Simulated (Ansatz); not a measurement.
# SiGe4: the cost of one run

Program: Ansatz 0.2.0. Level of theory: DFT PBE, scalar-relativistic, plane waves, PAW. These are calculated values, not measurements.

**1. Starting point**

Symmetry: Cmmm, No. 65, orthorhombic system. Conventional cell: a = 4.867 Å, b = 7.565 Å, c = 3.655 Å, α = 90.00°, β = 90.00°, γ = 90.00°. Around Si (site symmetry mmm) lie 10 Ge at 2.56 to 2.78 Å. Ge (site symmetry mm2) has 2 Ge at 1.27 Å as nearest neighbours. Ge (site symmetry m2m) has 2 Ge at 1.27 Å as nearest neighbours.

As a file:

```
Si Ge
1.0
     2.43361   -3.78258    0.00000
     2.43361    3.78258    0.00000
     0.00000    0.00000    3.65465
Si Ge
1 4
Direct
  0.00000 0.00000 0.00000
  0.50000 0.50000 0.78504
  0.50000 0.50000 0.21496
  0.63232 0.36768 0.00000
  0.36768 0.63232 0.00000
```

The cell is invented: random cell by space group and Wyckoff sites (Cmmm, No. 65). Its size is a rough estimate.

**2. A first look at the guess**

File input.yaml:

```yaml
crystal:
  lattice:
    - [2.43361251, -3.78257795, 0.0]
    - [2.43361251, 3.78257795, 0.0]
    - [0.0, 0.0, 3.65465093]
  atoms:
    - { symbol: Si, position: [0.0, 0.0, 0.0] }
    - { symbol: Ge, position: [0.5, 0.5, 0.78504086] }
    - { symbol: Ge, position: [0.5, 0.5, 0.21495914] }
    - { symbol: Ge, position: [0.63231536, 0.36768464, 0.0] }
    - { symbol: Ge, position: [0.36768464, 0.63231536, 0.0] }
basis:
  ecutwfc: 420
kpoints:
  mp_grid: { grid: [4, 4, 6] }
hamiltonian:
  xc: pbe
scf:
  occupations: { method: gaussian, width: 0.1 }
  lower_state_search: "off"
output:
  forces: true
  stress: true
  eigenvalues: true
```

The run is started by

```
> ansatz run input.yaml --threads 1 --pin off --max-ram 2560MiB --backend cpu --events-out ev --progress --plain --runs-dir out
```

What time and memory should one allow on 1 thread of Arm Neoverse V2, shared host?

About 5.6 s, with a peak of 0.41 GiB.
